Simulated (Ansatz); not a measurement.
# ZrH₄ (triplet): wave-function methods side by side, def2-SVP

An exercise on one series of results from a longer session: the logs are not shown, and one member is left open.

Program: Ansatz 0.2.0, Gaussian basis. Level of theory: def2-SVP, core rule «outside noble gas», up to 4 orbitals frozen. These are calculated values, not measurements.

To be run: UHF; CCSD(T) on ROHF; CCSD(T) on UHF; CISD as a restricted active space (open shells left free, so some higher excitations enter); CCSDT(Q) on ROHF; CCSDT(Q) on UHF.

38 further runs of the same task are left out: 18 for a known fault of the program, 6 that didn't finish, 14 set aside as unsound or not needed. Runs told in other sessions of the task aren't counted.

## The geometry

The geometry is a PBE0/def2-TZVP stationary point (not a proven minimum). No spin-orbit coupling is included. Elements past krypton take def2 core potentials.

5 atoms, charge 0, spin multiplicity 3.

Atoms are counted from 1 here; the program's logs count them from 0.

Bond lengths: Zr1–H2 1.937 Å, Zr1–H3 1.937 Å, Zr1–H4 1.937 Å, Zr1–H5 1.937 Å. Angles: H2–Zr1–H3 129.6°, H2–Zr1–H4 27.6°, H2–Zr1–H5 138.7°, H3–Zr1–H4 138.7°, H3–Zr1–H5 27.6°, H4–Zr1–H5 129.6°.

The first run:

Input file in.yaml:

```yaml
crystal:
  periodic: [false, false, false]
  atoms:
    - {symbol: Zr, position_ang: [0.000000, 0.028898, 0.000000]}
    - {symbol: H, position_ang: [0.462564, -0.653853, -1.752161]}
    - {symbol: H, position_ang: [0.462564, -0.653853, 1.752161]}
    - {symbol: H, position_ang: [-0.462564, -0.653853, -1.752161]}
    - {symbol: H, position_ang: [-0.462564, -0.653853, 1.752161]}
basis:
  gaussian: {orbitals: def2-SVP}
magnetization: {spin_polarized: true, initial_magnetization: 2}
hamiltonian: {xc: hf}
output: {orbitals: {seedname: orbitals}}
```

Command:

```
$ ansatz run in.yaml --threads 1 --pin off --events-out ev --progress --plain --max-ram 2393MiB
```

Steps of the session up to this table: UHF; CCSD(T) on ROHF; CCSD(T) on UHF; CISD as a restricted active space (open shells left free, so some higher excitations enter); CCSDT(Q) on ROHF; CCSDT(Q) on UHF.

One of the session's tables, all rows but one given; the rest of the session is left out.

It belongs to the step «Misses and costs». 

```
   method  from RCCSDT(Q) (meV)
     ROHF               +4302.6
      UHF               +4106.8
     RMP2                +921.0
     UMP2               +1141.7
    RCCSD                +186.8
    UCCSD                     ?
 RCCSD(T)                 +52.3
 UCCSD(T)                 +53.6
   RCCSDT                 +11.8
   UCCSDT                 -14.5
RCCSDT(Q)                     0
UCCSDT(Q)                 -30.4
```

**Question.** Estimate the row for UCCSD.

**Answer.** from RCCSDT(Q) (meV): +193.7. In the column «from RCCSDT(Q) (meV)» it lies between RCCSD (+186.8) and RMP2 (+921.0).

Not comparable, so not listed: CISD as a restricted active space (open shells left free, so some higher excitations enter) (they don't share determinant, frozen orbitals or solution with the rows shown, or repeat one).

With the free atoms at the same levels and basis (separate runs), the atomisation energy is 8.472 eV at RCCSDT(Q), 8.450 eV at RCCSD(T), 8.369 eV at UCCSD(T), 5.563 eV at ROHF.

Limits of these values: The determinant of HF (⟨S²⟩ 2.53) is far from a pure spin state, so its energy mixes those of several spin states; that is harmless only where they are near-degenerate. The determinant of CCSD(T) (⟨S²⟩ 2.53) is far from a pure spin state, so its energy mixes those of several spin states; high orders of coupled cluster remove much of that, low ones don't. The determinant of CCSDT(Q) (⟨S²⟩ 2.53) is far from a pure spin state, so its energy mixes those of several spin states; high orders of coupled cluster remove much of that, low ones don't. Restricted and unrestricted rows rest on different reference determinants; a gap between their highest levels can come from leftover correlation error, from unlike frozen cores or from another state.
